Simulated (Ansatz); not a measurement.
# NaC2: the cost of one run

Method: DFT PBE, scalar-relativistic, plane waves, PAW, in Ansatz 0.2.0.

3 further runs of the same task are left out: 3 set aside as unsound or not needed.

## (1) Starting point

The structure is tetragonal, space group P4_2/mnm (No. 136). The conventional cell has a = 4.910 Å, b = 4.910 Å, c = 3.162 Å, α = 90.00°, β = 90.00°, γ = 90.00°. Na (site symmetry mmm) is surrounded by 6 C at 2.08 to 2.12 Å. C (site symmetry m2m) is surrounded by 3 Na at 2.08 to 2.12 Å.

As a file:

```cif
data_structure
_symmetry_space_group_name_H-M 'P4_2/mnm'
_symmetry_Int_Tables_number 136
_cell_length_a 4.9096
_cell_length_b 4.9096
_cell_length_c 3.1623
_cell_angle_alpha 90.000
_cell_angle_beta 90.000
_cell_angle_gamma 90.000
_cell_volume 76.23
loop_
_atom_site_label
_atom_site_type_symbol
_atom_site_symmetry_multiplicity
_atom_site_Wyckoff_symbol
_atom_site_fract_x
_atom_site_fract_y
_atom_site_fract_z
_atom_site_occupancy
Na1 Na 2 a 0.00000 0.00000 0.00000 1
C1 C 4 f 0.30600 0.30600 0.00000 1
```

This is candidate A: rutile type (P4_2/mnm, No. 136).

(A quick probe on a coarse mesh, which set the mesh and smearing, is not shown.)

## (3) Rough relaxation on the coarse mesh (candidate A)

File input.yaml:

```yaml
crystal:
  lattice:
    - [4.9096357645, 0.0, 0.0]
    - [0.0, 4.9096357645, 0.0]
    - [0.0, 0.0, 3.162301312]
  atoms:
    - { symbol: Na, position: [0.0, 0.0, 0.0] }
    - { symbol: Na, position: [0.5, 0.5, 0.5] }
    - { symbol: C, position: [0.306, 0.306, 0.0] }
    - { symbol: C, position: [0.194, 0.806, 0.5] }
    - { symbol: C, position: [0.694, 0.694, 0.0] }
    - { symbol: C, position: [0.806, 0.194, 0.5] }
basis:
  ecutwfc: 420
kpoints:
  mp_grid: { grid: [4, 4, 6] }
hamiltonian:
  xc: pbe
scf:
  occupations: { method: gaussian, width: 0.1 }
  lower_state_search: "off"
output:
  forces: true
  stress: true
  eigenvalues: true
relax:
  adjacent_minimum: "off"
  f_tol: 0.04
  max_steps: 70
  cell: { stress_tol: 0.4 }
```

Run with:

```sh
> ansatz run input.yaml --threads 1 --pin off --max-ram 2560MiB --backend cpu --events-out ev --progress --plain --runs-dir out
```

What time and memory should one allow on 1 thread of Arm Neoverse V1, shared host?

About 86 s, with a peak of 0.36 GiB.
